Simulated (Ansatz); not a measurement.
**CH7B2NOS: a ladder of functionals and wavefunction methods**

How much do the methods differ for CH7B2NOS? The plan is to run it at one geometry with functionals of several rungs and with coupled cluster, and see how far each lands from CCSD(T) at the basis-set limit for the atomisation energy.

Method: functionals in def2-TZVPP, the program's frozen cores in correlated methods; program: Ansatz 0.2.0, Gaussian basis.

The runs, in order: LDA (SPW92), PBE-D4, revPBE-D4, BLYP-D4, r2SCAN-D4, B97M-V, PBE0-D4, B3LYP-D4, r2SCANh-D4, r2SCAN0-D4, HSE06-D4, BHLYP-D4, CAM-B3LYP-D4, LC-ωPBE, ωB97X-V, ωB97M-V, B2PLYP, PBE-QIDH; CCSD(T)/def2-SVP; CCSD(T)/def2-TZVPP; MP2/def2-QZVPP; extrapolation to the limit; RPA on PBE.

### 1 Structure used throughout

All runs share one geometry, relaxed beforehand with PBE0-D4 in a triple-zeta def2 set.

13 atoms, charge 0, spin multiplicity 1.

Atoms are counted from 1 here; the program's logs count them from 0.

Bond lengths: C1–N2 1.444 Å, C1–H7 1.094 Å, C1–H8 1.090 Å, C1–H9 1.094 Å, N2–B3 1.385 Å, N2–H10 1.010 Å, B3–B4 1.705 Å, B3–H11 1.207 Å, B4–O5 1.363 Å, B4–S6 1.817 Å, O5–H12 0.961 Å, S6–H13 1.345 Å. Angles: N2–C1–H7 111.3°, N2–C1–H8 109.0°, N2–C1–H9 111.4°, H7–C1–H8 108.5°, H7–C1–H9 108.0°, H8–C1–H9 108.5°, C1–N2–B3 127.5°, C1–N2–H10 113.6°, B3–N2–H10 118.9°, N2–B3–B4 120.6°, N2–B3–H11 116.7°, B4–B3–H11 122.7°, B3–B4–O5 124.2°, B3–B4–S6 118.5°, O5–B4–S6 117.3°, B4–O5–H12 112.0°, B4–S6–H13 97.8°.

### 2 LDA

This LDA is Slater exchange with PW92 correlation.

in.yaml reads:

```yaml
crystal:
  periodic: [false, false, false]
  atoms:
    - {symbol: C, position_ang: [0.536719, -2.300426, 0.214710]}
    - {symbol: N, position_ang: [0.151910, -0.975470, -0.212479]}
    - {symbol: B, position_ang: [0.041204, 0.163211, 0.567444]}
    - {symbol: B, position_ang: [-0.412528, 1.650825, -0.130379]}
    - {symbol: O, position_ang: [-0.018882, 2.868318, 0.339705]}
    - {symbol: S, position_ang: [-1.480058, 1.630558, -1.600934]}
    - {symbol: H, position_ang: [-0.255420, -3.028465, 0.014882]}
    - {symbol: H, position_ang: [0.729985, -2.285941, 1.286858]}
    - {symbol: H, position_ang: [1.443264, -2.638248, -0.296806]}
    - {symbol: H, position_ang: [-0.049912, -0.911598, -1.200513]}
    - {symbol: H, position_ang: [0.304165, 0.045685, 1.739170]}
    - {symbol: H, position_ang: [0.526441, 2.791451, 1.126725]}
    - {symbol: H, position_ang: [-1.496488, 2.955400, -1.833683]}
basis:
  gaussian: {orbitals: def2-TZVPP}
hamiltonian: {xc: lda}
output: {orbitals: {seedname: orbitals}}
```

After this run come: PBE-D4 (GGA); revPBE-D4 (GGA); BLYP-D4 (GGA); r2SCAN-D4 (meta-GGA); B97M-V (meta-GGA); PBE0-D4 (hybrid); B3LYP-D4 (hybrid); r2SCANh-D4 (hybrid); r2SCAN0-D4 (hybrid); HSE06-D4 (hybrid); BHLYP-D4 (hybrid); CAM-B3LYP-D4 (range-separated); LC-ωPBE (range-separated); ωB97X-V (range-separated); ωB97M-V (range-separated); B2PLYP (double hybrid); PBE-QIDH (double hybrid); CCSD(T) in def2-SVP; CCSD(T) in def2-TZVPP; MP2 in def2-QZVPP; RPA on PBE orbitals.

Q: Predict the results of all the runs planned. Wanted: atomisation energy, CCSD(T)/CBS; farthest beyond LDA; mean size of error, GGA; mean size of error, meta-GGA; mean size of error, hybrid; mean size of error, range-separated; mean size of error, double hybrid; gap, smallest and largest; T1 diagnostic.

**Answer**, as computed:

| quantity | value |
| --- | --- |
| atomisation energy, CCSD(T)/CBS | 51.647 eV |
| functionals within 0.258 eV (0.5 %) | revPBE-D4, r2SCANh-D4, LC-ωPBE, PBE-QIDH |
| farthest beyond LDA | PBE-D4 (+1.503 eV) |
| mean size of error, GGA | 0.663 eV |
| mean size of error, meta-GGA | 0.469 eV |
| mean size of error, hybrid | 0.510 eV |
| mean size of error, range-separated | 0.383 eV |
| mean size of error, double hybrid | 0.168 eV |
| gap, smallest and largest | 4.24 eV (LDA (SPW92)), 11.36 eV (LC-ωPBE) |
| T1 diagnostic | 0.0143 |
| triples share of the correlation energy | 4.0 % |

In words: The LDA atomisation energy is off by 7.987 eV (15 %): it overbinds. PBE-D4 is off by +1.503 eV. Double hybrids carry the basis error of their MP2 part in triple zeta, and no dispersion term here, so their miss is partly the set-up's. Taken by rung, double hybrid functionals do best (0.168 eV on average) and GGA ones worst beyond LDA (0.663 eV). The reference freezes the cores and leaves out relativity and excitations past (T), so misses under about 0.258 eV can't be ranked. Hartree-Fock recovers 73 % of the binding; the rest is correlation. CCSD(T) in def2-SVP is off by -2.481 eV, which most functionals beat. The gap grows from 4.2 to 11.4 eV across the functionals, mostly with the share of exact exchange.
